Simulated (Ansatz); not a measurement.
Ba2Tl5V3O12:

```xyz
22
Lattice="8.1542 0.0000 0.0000 -4.0771 7.0618 0.0000 0.0000 0.0000 6.9213" Properties=species:S:1:pos:R:3 pbc="T T T"
Ba    0.0000    0.0000    1.6301
Ba    0.0000    0.0000    5.2912
V     4.0771    0.0000    0.0000
V    -2.0386    3.5309    0.0000
V     2.0386    3.5309    0.0000
Tl    4.0771    0.0000    3.4606
Tl   -2.0386    3.5309    3.4606
Tl    2.0386    3.5309    3.4606
Tl    0.0000    4.7079    1.5565
Tl    4.0771    2.3539    5.3648
O     1.3636    2.4246    5.6370
O     1.2955    7.0304    5.6370
O    -2.6592    4.6685    5.6370
O     1.4179    2.3932    1.2843
O     5.4407    4.6372    1.2843
O     5.3726    0.0314    1.2843
O     2.7135    4.6372    1.2843
O     2.7816    0.0314    1.2843
O     6.7363    2.3932    1.2843
O     2.6592    4.6685    5.6370
O    -1.3636    2.4246    5.6370
O    -1.2955    7.0304    5.6370
```

The cell was built by a generator and needn't be a form met in nature.

Base run:

```yaml
Program: Ansatz 0.2.0
Functional: PBE
Potentials_or_basis: Ansatz PAW
Cutoff: 420 eV
Density_cutoff: 1680 eV
k_mesh: 4 × 4 × 4
Occupations: fermi-dirac, width 0.05 eV
Spin: collinear spin, ferromagnetic start
Starting_moments: "[0.0, 0.0, 2.0, 2.0, 2.0, 0.0, 0.0, 0.0, 0.0, 0.0, 0.0, 0.0, 0.0, 0.0, 0.0, 0.0, 0.0, 0.0, 0.0, 0.0, 0.0, 0.0] μB"
```

Its results: band gap on the k mesh none (metal or under the smearing width); pressure 0.2 GPa; net moment 0.00 μB per cell; largest force 0.055 eV/Å.

Question: The run is repeated on the same cell with these changes: functional from PBE to RPBE. What comes out?

Answer: Band gap on the k mesh none (metal or under the smearing width); pressure 3.1 GPa; net moment 0.00 μB per cell; largest force 0.090 eV/Å.

RPBE binds less tightly than PBE, so the same cell stands under more pressure.

Caveats: semilocal functionals often make such compounds metallic where correlation or magnetic order opens a gap, which also shifts bond lengths; the potentials were made for another functional, which shifts forces and pressure (some runs); the PAW data sets come from PBE, with cores solved anew for the run's functional, which leaves a small shift of forces and pressure (some runs).

Not every run made on this cell is shown here.
